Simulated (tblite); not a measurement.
# C6H10F2GaN: the cost of one run

Computed with tblite 0.8.0 and PySCF 2.14.0, with density-fitted response routines of our own, on a single molecule in the gas phase. Atoms are numbered from 0 throughout.

## Step 1: Starting geometry

20 atoms, charge 0, multiplicity 1; geometry from: force field or distance geometry start.

Bonds of the start (Å): F0–Ga1 1.70, Ga1–C2 2.03, C2–C3 1.33, C3–F4 1.38, C3–N5 1.42, N5–C6 1.47, C6–C7 1.52, C7–C8 1.52, C8–C9 1.51, C9–N5 1.45, Ga1–H10 1.65, C2–H11 1.09, C6–H12 1.10, C6–H13 1.09, C7–H14 1.11, C7–H15 1.11, C8–H16 1.12, C8–H17 1.12, C9–H18 1.11, C9–H19 1.12.

## Step 2: Geometry optimisation with GFN2-xTB

What the job is given:

```
{"job": {"kind": "relax", "xc": "GFN2-xTB", "basis": "xTB"}, "charge": 0, "multiplicity": 1}
F      3.239900     1.804100    -1.417100
Ga     2.951500     0.698500    -0.161000
C      2.286200    -1.221800    -0.092800
C      0.981900    -1.496300    -0.080600
F      0.534200    -2.805300    -0.027300
N     -0.040400    -0.507300    -0.085100
C     -0.322700     0.492700     0.960000
C     -1.844600     0.431800     0.963000
C     -2.083800     0.642700    -0.519900
C     -1.021300    -0.244000    -1.113200
H      3.859500     0.871200     1.204900
H      2.959300    -2.081100    -0.082900
H      0.121000     0.197000     1.925300
H     -0.046300     1.486200     0.613400
H     -2.130600    -0.588800     1.299300
H     -2.313600     1.224600     1.589400
H     -1.911900     1.731500    -0.710200
H     -3.108800     0.330800    -0.831400
H     -0.568600     0.221700    -2.010400
H     -1.546000    -1.177500    -1.426400
```

The run is started by

```bash
OMP_NUM_THREADS=1 python probes_run.py task.json out
```

The driver reads the jobs from task.json and runs them one after another.

Q: Estimate the wall time and peak memory of this first job on 1 thread of Intel Xeon at 2.50GHz, shared host.

About 4.3 s, with a peak of 0.18 GiB.
